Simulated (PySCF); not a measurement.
# H4N2Sn (Sn(NH2)2): the cost of one run

Computed with PySCF 2.14.0 and routines of our own; the level stands in each step. Atoms count from 0.

### 1 The starting structure

7 atoms, charge 0, multiplicity 1; geometry from: GFN2-xTB.

### 2 Optimising the geometry at PBE0-D3(BJ)/def2-SVP

What the job is given:

```
{"job": {"xc": "PBE0", "basis": "def2-SVP", "d3": "d3bj", "grid": 1, "maxiter": 30, "shake": 0.03, "kind": "geom"}, "charge": 0, "multiplicity": 1}
Sn     0.067760     0.570600    -1.252030
N      1.481480    -0.026120    -0.042350
H      2.427960     0.035360    -0.246360
H      1.477310    -0.454230     0.849480
N     -1.505860     0.022210    -0.054110
H     -2.498350     0.170630    -0.194590
H     -1.358440    -0.420460     0.871400
```

Launch:

```console
$ OMP_NUM_THREADS=1 python heavy_run.py task.json out
```

One launch serves the whole session: the jobs run in the order shown.

Q: Estimate the wall time and peak memory of this first job on 1 thread of Arm Neoverse V2, shared host.

About 11 s, with a peak of 0.29 GiB.
